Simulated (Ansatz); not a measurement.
# BePdO3: the cost of one run

Program: Ansatz 0.2.0. Level of theory: DFT PBEsol, scalar-relativistic, plane waves, PAW. These are calculated values, not measurements.

1 further run of the same task is left out (set aside as unsound or not needed).

## (1) The system as given

Symmetry: Pm-3m, No. 221, cubic system. Conventional cell: a = 3.823 Å, b = 3.823 Å, c = 3.823 Å, α = 90.00°, β = 90.00°, γ = 90.00°. Around Be (site symmetry m-3m) lie 12 O at 2.70 Å. Pd (site symmetry m-3m) is surrounded by 6 O at 1.91 Å. O (site symmetry 4/mmm) has 2 Pd at 1.91 Å and 4 Be at 2.70 Å as nearest neighbours.

Structure file:

```cif
data_structure
_symmetry_space_group_name_H-M 'Pm-3m'
_symmetry_Int_Tables_number 221
_cell_length_a 3.8225
_cell_length_b 3.8225
_cell_length_c 3.8225
_cell_angle_alpha 90.000
_cell_angle_beta 90.000
_cell_angle_gamma 90.000
_cell_volume 55.85
loop_
_atom_site_label
_atom_site_type_symbol
_atom_site_symmetry_multiplicity
_atom_site_Wyckoff_symbol
_atom_site_fract_x
_atom_site_fract_y
_atom_site_fract_z
_atom_site_occupancy
Be1 Be 1 a 0.00000 0.00000 0.00000 1
Pd1 Pd 1 b 0.50000 0.50000 0.50000 1
O1 O 3 c 0.00000 0.50000 0.50000 1
```

This is a trial structure built by rule; it need not be a known or stable form of this composition.

This cell was relaxed beforehand with the same method: volume 11.17 Å³/atom, gap on the mesh none (metal).

The cell was built by a swap of Ba by Be in BaPdO3; it need not be the stable form of this composition.

## (2) Elastic constants, atoms clamped

input.yaml

```yaml
crystal:
  lattice:
    - [3.8225304567, 0.0, 0.0]
    - [0.0, 3.8225304567, 0.0]
    - [0.0, 0.0, 3.8225304567]
  atoms:
    - { symbol: Be, position: [0.0, 0.0, 0.0] }
    - { symbol: Pd, position: [0.5, 0.5, 0.5] }
    - { symbol: O, position: [0.0, 0.5, 0.5] }
    - { symbol: O, position: [0.5, 0.0, 0.5] }
    - { symbol: O, position: [0.5, 0.5, 0.0] }
basis:
  ecutwfc: 420
kpoints:
  mp_grid: { grid: [10, 10, 10] }
hamiltonian:
  xc: pbesol
scf:
  occupations: { method: fermi_dirac, width: 0.15 }
output:
  forces: true
  stress: true
  eigenvalues: true
elastic:
  mode: clamped_ion
  amplitude: 0.005
```

**Question.** How long does this run take on 1 thread of an Arm CPU, shared host, and how much memory does it need?

About 85 s, with a peak of 0.48 GiB.
